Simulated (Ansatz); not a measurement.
# CH3FSSi: up Jacob's ladder to CCSD(T)

One table from this session's results is given with a row withheld; the runs are named, their logs left out.

The runs use Ansatz 0.2.0, Gaussian basis; functionals in def2-TZVPP, the program's frozen cores in correlated methods.

Plan: LDA (SPW92), PBE-D4, revPBE-D4, BLYP-D4, r2SCAN-D4, B97M-V, PBE0-D4, B3LYP-D4, r2SCANh-D4, r2SCAN0-D4, HSE06-D4, BHLYP-D4, CAM-B3LYP-D4, LC-ωPBE, ωB97X-V, ωB97M-V, B2PLYP, PBE-QIDH; CCSD(T)/def2-SVP; CCSD(T)/def2-TZVPP; MP2/def2-QZVPP; extrapolation to the limit; RPA on PBE.

## The geometry

An earlier PBE0-D4 in a triple-zeta def2 set relaxation fixed the geometry.

SMILES `F[SiH2]C=S`, 7 atoms, charge 0, spin multiplicity 1.

Atoms are counted from 1 here; the program's logs count them from 0.

Bond lengths: F1–Si2 1.601 Å, Si2–C3 1.872 Å, Si2–H5 1.479 Å, Si2–H6 1.479 Å, C3–S4 1.611 Å, C3–H7 1.093 Å. Angles: F1–Si2–C3 110.5°, F1–Si2–H5 108.3°, F1–Si2–H6 108.4°, C3–Si2–H5 108.9°, C3–Si2–H6 108.9°, H5–Si2–H6 111.9°, Si2–C3–S4 115.8°, Si2–C3–H7 123.7°, S4–C3–H7 120.5°.

Set-up of the first run:

Contents of in.yaml:

```yaml
crystal:
  periodic: [false, false, false]
  atoms:
    - {symbol: F, position_ang: [-1.781259, 0.984173, 0.055522]}
    - {symbol: Si, position_ang: [-0.201360, 0.735220, -0.021473]}
    - {symbol: C, position_ang: [0.174891, -1.097850, 0.022746]}
    - {symbol: S, position_ang: [1.734896, -1.495497, -0.043998]}
    - {symbol: H, position_ang: [0.296885, 1.296102, -1.296439]}
    - {symbol: H, position_ang: [0.429961, 1.382630, 1.149227]}
    - {symbol: H, position_ang: [-0.592714, -1.872780, 0.088815]}
basis:
  gaussian: {orbitals: def2-TZVPP}
hamiltonian: {xc: lda}
output: {orbitals: {seedname: orbitals}}
```

Launch:

```console
ansatz run in.yaml --threads 2 --pin off --events-out ev --progress --plain --max-ram 4352MiB
```

Steps of the session up to this table: LDA; PBE-D4 (GGA); revPBE-D4 (GGA); BLYP-D4 (GGA); r2SCAN-D4 (meta-GGA); B97M-V (meta-GGA); PBE0-D4 (hybrid); B3LYP-D4 (hybrid); r2SCANh-D4 (hybrid); r2SCAN0-D4 (hybrid); HSE06-D4 (hybrid); BHLYP-D4 (hybrid); CAM-B3LYP-D4 (range-separated); LC-ωPBE (range-separated); ωB97X-V (range-separated); ωB97M-V (range-separated); B2PLYP (double hybrid); PBE-QIDH (double hybrid).

One of the session's tables, all rows but one given; the rest of the session is left out.

```
  functional  HOMO (eV)  LUMO (eV)  gap (eV)
 LDA (SPW92)      -5.77      -4.24      1.53
      PBE-D4      -5.64      -4.04      1.60
   revPBE-D4      -5.59      -3.97      1.63
     BLYP-D4      -5.49      -3.87      1.63
   r2SCAN-D4      -5.85      -3.97      1.88
      B97M-V      -5.95      -3.93      2.02
     PBE0-D4      -6.85      -3.12      3.73
    B3LYP-D4      -6.62      -3.30      3.33
  r2SCANh-D4      -6.30      -3.62      2.69
  r2SCAN0-D4          ?          ?         ?
    HSE06-D4      -6.45      -3.50      2.95
    BHLYP-D4      -7.94      -2.03      5.91
CAM-B3LYP-D4      -8.18      -1.93      6.25
     LC-ωPBE      -9.55      -0.83      8.73
     ωB97X-V      -9.19      -0.87      8.32
     ωB97M-V      -9.03      -0.92      8.11
```

**Question.** Estimate the row for r2SCAN0-D4.

Worked estimate for «HOMO (eV)». Against the share of exact exchange, r2SCAN-D4 (0, -5.85), r2SCANh-D4 (0.1, -6.30) give a slope of -4.50 per unit share; at 0.25 the line stands at -6.97.

The run gave: HOMO (eV): -6.99; LUMO (eV): -3.09; gap (eV): 3.90. In «HOMO (eV)» the line misses by +0.02.
